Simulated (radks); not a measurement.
# Ionising fluorine step by step, F to F⁸⁺

One table from this session's results is given with a row withheld; the runs are named, their logs left out.

The numbers are computed with radks (a radial shooting solver on a logarithmic mesh, Libxc functionals) version 1 (scalar-relativistic Kohn-Sham, LB94 model potential, spin-polarised, spherical densities, finite nucleus; open shells are filled with parallel spins first), except any that are marked as measured or tabulated.

**Starting point**

- element: fluorine (Z = 9)
- charges: 0 to 8
- first configuration: [He] 2s2 2p5
- last configuration: 1s1

The outer shells:

F
```
[He] core
2s [↑↓]
2p [↑↓][↑↓][↑ ]
```

F⁸⁺
```
1s [↑ ]
```

LB94 adds a gradient term to the LDA potential that gives it a −1/r tail. It is a model potential with no energy functional, so Etot and Exc are not given.

The first run:

Settings of this run:

```text
Z 9
configuration [He] 2s2 2p5
relativity scalar-relativistic
functional lda,pw
model_potential LB94
spin polarised
nucleus finite rms 2.8976 fm
c 137.035999084
```

Among the steps run: F, [He] 2s2 2p5; F⁺, [He] 2s2 2p4; F²⁺, [He] 2s2 2p3; F³⁺, [He] 2s2 2p2; F⁴⁺, [He] 2s2 2p1; F⁵⁺, [He] 2s2; F⁶⁺, [He] 2s1; F⁷⁺, [He]; F⁸⁺, 1s1.

One table of the session follows, with a row left open; its other results are not shown here.

| species | −ε(HOMO) (eV) |
| --- | --- |
| F | 17.583 |
| F⁺ | 34.816 |
| F²⁺ | 60.504 |
| F³⁺ | 84.887 |
| F⁴⁺ | 111.70 |
| F⁵⁺ | 154.17 |
| F⁶⁺ | 184.05 |
| F⁷⁺ | ? |
| F⁸⁺ | 1083.1 |

Estimate the missing values for F⁷⁺.

**Answer.** −ε(HOMO) (eV): 937.29. In the column «−ε(HOMO) (eV)» it lies between F⁶⁺ (184.05) and F⁸⁺ (1083.1).

What this shows: Reference values: NIST Atomic Spectra Database (exp. measured, semi-emp. semi-empirical, theory a theoretical value adopted there). Per unit of the charge left behind, the cost jumps most at F⁷⁺ ([He]): from 184.05 to 937.29 eV. There the highest level belongs to another shell. Against the measured or semi-empirical entries the eigenvalue estimates err by -1.5 % on average (signed), at worst -3.5 % (F²⁺). Open shells are spherical and high-spin; term and fine-structure splittings are not resolved.

**Measured values.**

From NIST Atomic Spectra Database: ionisation energy of F 17.4228 eV; ionisation energy of F⁺ 34.9708 eV; ionisation energy of F⁵⁺ 157.163 eV; ionisation energy of F⁶⁺ 185.187 eV.
